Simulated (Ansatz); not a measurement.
# Pd3Pt: a trial structure relaxed

Where does this trial cell of Pd3Pt go when cell and atoms are let free?

Computed with Ansatz 0.2.0 (DFT PBE, scalar-relativistic, plane waves, PAW, unless a step's input says otherwise).

2 further runs of the same task are left out: 1 that didn't finish, 1 set aside as unsound or not needed.

### Step 1. The structure to begin with

It takes space group Fm-3m (No. 225, cubic). Conventional cell: a = 6.136 Å, b = 6.136 Å, c = 6.136 Å, α = 90.00°, β = 90.00°, γ = 90.00°. Pd (site symmetry -43m) has 4 Pd at 2.66 Å and 4 Pt at 2.66 Å as nearest neighbours. Around Pd (site symmetry m-3m) lie 8 Pd at 2.66 Å. Pt (site symmetry m-3m) has 8 Pd at 2.66 Å as nearest neighbours.

Structure file:

```xyz
4
Lattice="0.0000 3.0679 3.0679 3.0679 0.0000 3.0679 3.0679 3.0679 0.0000" Properties=species:S:1:pos:R:3 pbc="T T T"
Pd    1.5339    1.5339    1.5339
Pd    4.6018    4.6018    4.6018
Pd    3.0679    3.0679    3.0679
Pt    0.0000    0.0000    0.0000
```

A structure generator made this guess: species swapped into a database cell of TaW3 (Fm-3m, No. 225), with Pt on the Ta sites and Pd on the W sites. Lengths come from tabulated atomic sizes and are only a guess.

### Step 2. A first look at the guess

Input file input.yaml:

```yaml
crystal:
  lattice:
    - [0.0, 3.06788635, 3.06788635]
    - [3.06788635, 0.0, 3.06788635]
    - [3.06788635, 3.06788635, 0.0]
  atoms:
    - { symbol: Pd, position: [0.25, 0.25, 0.25] }
    - { symbol: Pd, position: [0.75, 0.75, 0.75] }
    - { symbol: Pd, position: [0.5, 0.5, 0.5] }
    - { symbol: Pt, position: [0.0, 0.0, 0.0] }
basis:
  ecutwfc: 420
kpoints:
  mp_grid: { grid: [6, 6, 6] }
hamiltonian:
  xc: pbe
scf:
  occupations: { method: gaussian, width: 0.1 }
  lower_state_search: "off"
output:
  forces: true
  stress: true
  eigenvalues: true
```

Run with:

```sh
$ ansatz run input.yaml --threads 1 --pin off --max-ram 2560MiB --backend cpu --events-out ev --progress --plain --runs-dir out
```

The session goes on with these runs: a loose first relaxation; spin check on a coarse mesh; final relaxation.

**Question.** What will these runs give? Wanted: conventional cell; volume; energy over the elements; gap on the mesh.

The runs gave:

```
                              quantity                                                                      value
symmetry at the end (tolerance 0.05 Å)                                                space group Fm-3m (No. 225)
                     conventional cell  a = 6.283 Å, b = 6.283 Å, c = 6.283 Å, α = 90.00°, β = 90.00°, γ = 90.00°
                                volume                                                              15.50 Å³/atom
              energy over the elements                                                              +0.05 eV/atom
                       gap on the mesh                                                               none (metal)
```

The space group Fm-3m (No. 225) is kept, and the volume per atom grows by 7.4 % from the first guess. The formation energy of this structure is too near zero to say whether it is bound against the elements. No finished test with a distortion of lower symmetry is shown, so the end may be a saddle point. The runs treat Pt without spin-orbit coupling. Other magnetic orders were not searched.
